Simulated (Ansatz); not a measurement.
# C2H5I: taking an electron away

An exercise on one series of results from a longer session: the logs are not shown, and one member is left open.

Computed with Ansatz 0.2.0, Gaussian basis. Level: unrestricted cation, the program's frozen cores in correlated methods.

Levels to be run: UKS PBE-D4/def2-TZVPP; UKS r2SCAN-D4/def2-TZVPP; UKS PBE0-D4/def2-TZVPP; UKS B3LYP-D4/def2-TZVPP; UKS wB97X-V/def2-TZVPP; UKS wB97M-V/def2-TZVPP; UKS B2PLYP/def2-TZVPP; UHF-CCSD(T)/def2-TZVPP; UHF-MP2/def2-QZVPP; extrapolation to the limit; then −ε(HOMO) from the neutral's earlier runs with LDA (SPW92), PBE-D4, revPBE-D4, BLYP-D4, r2SCAN-D4, B97M-V, PBE0-D4, B3LYP-D4, r2SCANh-D4, r2SCAN0-D4, HSE06-D4, BHLYP-D4, CAM-B3LYP-D4, LC-ωPBE, ωB97X-V, ωB97M-V.

### Structure used throughout

The geometry comes from an earlier relaxation with PBE0-D4 in a triple-zeta def2 set; it is a stationary point, not always the lowest conformer. I takes the def2 core potential; no spin-orbit term is included.

SMILES `CCI`, 8 atoms, charge 0, spin multiplicity 1.

Atoms are counted from 1 here; the program's logs count them from 0.

Bond lengths: C1–C2 1.507 Å, C1–H4 1.095 Å, C1–H5 1.091 Å, C1–H6 1.091 Å, C2–I3 2.149 Å, C2–H7 1.088 Å, C2–H8 1.088 Å. Angles: C2–C1–H4 109.4°, C2–C1–H5 111.5°, C2–C1–H6 111.5°, H4–C1–H5 108.1°, H4–C1–H6 108.1°, H5–C1–H6 108.2°, C1–C2–I3 112.1°, C1–C2–H7 112.7°, C1–C2–H8 112.7°, I3–C2–H7 104.7°, I3–C2–H8 104.7°, H7–C2–H8 109.2°.

Set-up of the first run:

Contents of in.yaml:

```yaml
crystal:
  periodic: [false, false, false]
  atoms:
    - {symbol: C, position_ang: [-0.488708, 0.575010, -0.306725]}
    - {symbol: C, position_ang: [0.264164, -0.640990, 0.166960]}
    - {symbol: I, position_ang: [2.127064, -0.123173, 1.104941]}
    - {symbol: H, position_ang: [-1.427344, 0.261341, -0.775894]}
    - {symbol: H, position_ang: [0.085958, 1.139334, -1.042495]}
    - {symbol: H, position_ang: [-0.730281, 1.243071, 0.521161]}
    - {symbol: H, position_ang: [0.540303, -1.307952, -0.646807]}
    - {symbol: H, position_ang: [-0.279055, -1.203741, 0.922958]}
basis:
  gaussian: {orbitals: def2-TZVPP}
total_charge: 1
magnetization: {spin_polarized: true, initial_magnetization: 1}
hamiltonian: {xc: pbe, dispersion: d4}
```

Run with:

```
ansatz run in.yaml --threads 4 --pin off --events-out ev --progress --plain --max-ram 10444MiB
```

Steps of the session up to this table: Cation, UKS PBE-D4/def2-TZVPP; Cation, UKS r2SCAN-D4/def2-TZVPP; Cation, UKS PBE0-D4/def2-TZVPP; Cation, UKS B3LYP-D4/def2-TZVPP; Cation, UKS wB97X-V/def2-TZVPP; Cation, UKS wB97M-V/def2-TZVPP; Cation, UKS B2PLYP (frozen core)/def2-TZVPP; Cation, UHF-CCSD(T)/def2-TZVPP; Cation, UHF-MP2/def2-QZVPP.

One of the session's tables, all rows but one given; the rest of the session is left out.

It belongs to the step «Ionisation energies side by side». For comparison, −ε(HOMO) of the neutral from earlier runs:

| functional | −ε(HOMO) (eV) |
| --- | --- |
| LDA (SPW92) | 6.21 |
| PBE-D4 | 6.06 |
| revPBE-D4 | 6.01 |
| BLYP-D4 | 5.89 |
| r2SCAN-D4 | 6.33 |
| B97M-V | 6.36 |
| PBE0-D4 | 7.21 |
| B3LYP-D4 | 6.97 |
| r2SCANh-D4 | 6.75 |
| r2SCAN0-D4 | ? |
| HSE06-D4 | 6.81 |
| BHLYP-D4 | 8.18 |
| CAM-B3LYP-D4 | 8.49 |
| LC-ωPBE | 9.85 |
| ωB97X-V | 9.50 |
| ωB97M-V | 9.38 |

**Question.** Estimate the row for r2SCAN0-D4.

Worked estimate for «−ε(HOMO) (eV)». Against the share of exact exchange, r2SCAN-D4 (0, 6.33), r2SCANh-D4 (0.1, 6.75) give a slope of 4.20 per unit share; at 0.25 the line stands at 7.38.

As computed: −ε(HOMO) (eV): 7.38. In «−ε(HOMO) (eV)» the line misses by 0.00.

Caveats from the session: The cation may have settled in a state other than its lowest; no search over hole states beyond the program's own was made.
